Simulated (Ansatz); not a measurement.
# Rb4O: the cost of one run

Program: Ansatz 0.2.0. Level of theory: DFT PBE, scalar-relativistic, plane waves, PAW. These are calculated values, not measurements.

## (1) Starting point

The structure is tetragonal, space group I4/mmm (No. 139). Conventional cell: a = 7.574 Å, b = 7.574 Å, c = 6.775 Å, α = 90.00°, β = 90.00°, γ = 90.00°. Rb (site symmetry m2m) is surrounded by 1 O at 2.01 Å. O (site symmetry 4/mmm) has 4 Rb at 2.01 Å as nearest neighbours.

Coordinates:

```
CELL_PARAMETERS angstrom
-3.78720 3.78720 3.38759
3.78720 -3.78720 3.38759
3.78720 3.78720 -3.38759
ATOMIC_POSITIONS crystal
Rb 0.50000 0.23447 0.73447
Rb 0.50000 0.76553 0.26553
Rb 0.23447 0.50000 0.73447
Rb 0.76553 0.50000 0.26553
O 0.50000 0.50000 0.00000
```

A structure generator made this guess: random cell by space group and Wyckoff sites (I4/mmm, No. 139). Lengths come from tabulated atomic sizes and are only a guess.

## (2) A first look at the guess

input.yaml

```yaml
crystal:
  lattice:
    - [-3.78720471, 3.78720471, 3.38758758]
    - [3.78720471, -3.78720471, 3.38758758]
    - [3.78720471, 3.78720471, -3.38758758]
  atoms:
    - { symbol: Rb, position: [0.5, 0.23447112, 0.73447112] }
    - { symbol: Rb, position: [0.5, 0.76552888, 0.26552888] }
    - { symbol: Rb, position: [0.23447112, 0.5, 0.73447112] }
    - { symbol: Rb, position: [0.76552888, 0.5, 0.26552888] }
    - { symbol: O, position: [0.5, 0.5, 0.0] }
basis:
  ecutwfc: 420
kpoints:
  mp_grid: { grid: [4, 4, 4] }
hamiltonian:
  xc: pbe
scf:
  occupations: { method: gaussian, width: 0.1 }
  lower_state_search: "off"
output:
  forces: true
  stress: true
  eigenvalues: true
```

Run with:

```console
$ ansatz run input.yaml --threads 1 --pin off --max-ram 2560MiB --backend cpu --events-out ev --progress --plain --runs-dir out
```

**Question.** How long does this run take on 1 thread of Arm Neoverse N1, shared host, and how much memory does it need?

About 7.7 s, with a peak of 0.39 GiB.
